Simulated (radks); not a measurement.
**Ti⁺ in [Ar] 4s1 4f2: an all-electron calculation**

One table from this session's results is given with a row withheld; the runs are named, their logs left out.

The numbers are computed with radks (a radial shooting solver on a logarithmic mesh, Libxc functionals) version 1 (scalar-relativistic Kohn-Sham, SCAN, spin-unpolarised, spherical densities, finite nucleus), except any that are marked as measured or tabulated.

### The system

```
element            : titanium (Z = 22)
charge             : +1
electrons          : 21
configuration      : [Ar] 4s1 4f2
nuclear rms radius : 3.5921 fm
```

Outer shells as boxes (Hund's rule):

Ti⁺
```
[Ar] core
4s [↑ ]
4f [↑ ][↑ ][  ][  ][  ][  ][  ]
```

Set-up of the first run:

The run's settings:

```text
Z 22
configuration [Ar] 4s1 4f2
relativity scalar-relativistic
functional scan,scan
spin unpolarised
nucleus finite rms 3.5921 fm
c 137.035999084
```

Launch:

```sh
$ python run_ks.py task.json out
```

The same process makes all the runs of this session.

Among the steps run: Self-consistent calculation.

One of the session's tables, all rows but one given; the rest of the session is left out.

It belongs to the step «Orbitals and density». Radial moments (bohr):

```
level      <r>  outermost maximum (interpolated)  90 % within  nodes
   1s  0.06962                            0.0456        0.124      0
   2s   0.3238                             0.268        0.503      1
   2p   0.2895                             0.220        0.476      0
   3s        ?                                 ?            ?      ?
   3p    1.034                             0.884         1.57      1
   4s    2.647                              2.38         3.83      3
   4f    6.450                              5.52         9.70      0
```

**Question.** Estimate the row for 3s.

As computed: <r>: 0.9782; outermost maximum (interpolated): 0.858; 90 % within: 1.45; nodes: 2. In the column «<r>» it lies between 2s (0.3238) and 3p (1.034).
